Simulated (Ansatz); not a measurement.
# CH4IInO: a ladder of functionals and wavefunction methods

Aim: compute CH4IInO with functionals from several rungs and with coupled cluster, and see how far each lands from CCSD(T) at the basis-set limit for the atomisation energy.

Program: Ansatz 0.2.0, Gaussian basis. Level of theory: functionals in def2-TZVPP, the program's frozen cores in correlated methods. These are calculated values, not measurements.

Plan: LDA (SPW92), PBE-D4, revPBE-D4, BLYP-D4, r2SCAN-D4, B97M-V, PBE0-D4, B3LYP-D4, r2SCANh-D4, r2SCAN0-D4, HSE06-D4, BHLYP-D4, CAM-B3LYP-D4, LC-ωPBE, ωB97X-V, ωB97M-V, B2PLYP, PBE-QIDH; CCSD(T)/def2-SVP; CCSD(T)/def2-TZVPP; MP2/def2-QZVPP; extrapolation to the limit; RPA on PBE.

### 1 The geometry

The geometry comes from an earlier relaxation with PBE0-D4 in a triple-zeta def2 set; it is a stationary point, not always the lowest conformer. In, I take the def2 core potential; no spin-orbit term is included.

SMILES `O[CH2][InH][I]`, 8 atoms, charge 0, spin multiplicity 1.

Atoms are counted from 1 here; the program's logs count them from 0.

Bond lengths: O1–C2 1.400 Å, O1–H5 0.966 Å, C2–In3 2.176 Å, C2–H6 1.098 Å, C2–H7 1.091 Å, In3–I4 2.712 Å, In3–H8 1.709 Å. Angles: C2–O1–H5 109.5°, O1–C2–In3 111.7°, O1–C2–H6 112.6°, O1–C2–H7 107.9°, In3–C2–H6 107.6°, In3–C2–H7 109.2°, H6–C2–H7 107.7°, C2–In3–I4 102.2°, C2–In3–H8 144.0°, I4–In3–H8 113.8°.

### 2 LDA

This LDA is Slater exchange with PW92 correlation.

The input, in.yaml:

```yaml
crystal:
  periodic: [false, false, false]
  atoms:
    - {symbol: O, position_ang: [-0.283387, 1.648520, -0.093805]}
    - {symbol: C, position_ang: [0.348974, 0.671759, 0.685095]}
    - {symbol: In, position_ang: [0.381047, -1.260328, -0.315648]}
    - {symbol: I, position_ang: [-1.833866, -1.135650, -1.875693]}
    - {symbol: H, position_ang: [-1.086913, 1.279802, -0.482030]}
    - {symbol: H, position_ang: [-0.134254, 0.531566, 1.661526]}
    - {symbol: H, position_ang: [1.373830, 0.999916, 0.866584]}
    - {symbol: H, position_ang: [1.234569, -2.735576, -0.446028]}
basis:
  gaussian: {orbitals: def2-TZVPP}
hamiltonian: {xc: lda}
output: {orbitals: {seedname: orbitals}}
```

The runs that follow: PBE-D4 (GGA); revPBE-D4 (GGA); BLYP-D4 (GGA); r2SCAN-D4 (meta-GGA); B97M-V (meta-GGA); PBE0-D4 (hybrid); B3LYP-D4 (hybrid); r2SCANh-D4 (hybrid); r2SCAN0-D4 (hybrid); HSE06-D4 (hybrid); BHLYP-D4 (hybrid); CAM-B3LYP-D4 (range-separated); LC-ωPBE (range-separated); ωB97X-V (range-separated); ωB97M-V (range-separated); B2PLYP (double hybrid); PBE-QIDH (double hybrid); CCSD(T) in def2-SVP; CCSD(T) in def2-TZVPP; MP2 in def2-QZVPP; RPA on PBE orbitals.

Q: Predict the results of all the runs planned. Wanted: atomisation energy, CCSD(T)/CBS; farthest beyond LDA; mean size of error, GGA; mean size of error, meta-GGA; mean size of error, hybrid; mean size of error, range-separated; mean size of error, double hybrid; gap, smallest and largest; T1 diagnostic.

As calculated:

| quantity | value |
| --- | --- |
| atomisation energy, CCSD(T)/CBS | 577.4 kcal/mol |
| functionals within 5.8 kcal/mol (1.0 %) | r2SCAN-D4, HSE06-D4, ωB97X-V |
| farthest beyond LDA | BHLYP-D4 (-28.9 kcal/mol) |
| mean size of error, GGA | 10.0 kcal/mol |
| mean size of error, meta-GGA | 5.1 kcal/mol |
| mean size of error, hybrid | 12.3 kcal/mol |
| mean size of error, range-separated | 6.4 kcal/mol |
| mean size of error, double hybrid | 13.0 kcal/mol |
| gap, smallest and largest | 3.19 eV (LDA (SPW92)), 9.65 eV (LC-ωPBE) |
| T1 diagnostic | 0.0121 |
| triples share of the correlation energy | 2.9 % |

In words: LDA overbinds by 90.4 kcal/mol (16 %). PBE-D4 misses by +5.8 kcal/mol. Double hybrids carry the basis error of their MP2 part in triple zeta, and no dispersion term here, so their miss is partly the set-up's. By mean error the best rung here is meta-GGA (5.1 kcal/mol) and the worst beyond LDA is double hybrid (13.0 kcal/mol). The gap between the best rungs is small, so their order is not settled. The reference freezes the cores and leaves out spin-orbit coupling and excitations past (T), and its outer-core shells are covered unevenly, so misses under about 5.8 kcal/mol can't be ranked. All levels share the lack of spin-orbit coupling, which lowers the free heavy atoms and so the true binding. Hartree-Fock recovers 68 % of the binding; the rest is correlation. CCSD(T) in def2-SVP is off by -43.8 kcal/mol, more than most functionals: a good method in a small basis is no reference. Orbital gaps span 3.2 to 9.6 eV; exact exchange widens them. Correlated methods include outer-core shells of I, In, which these sets cover unevenly.
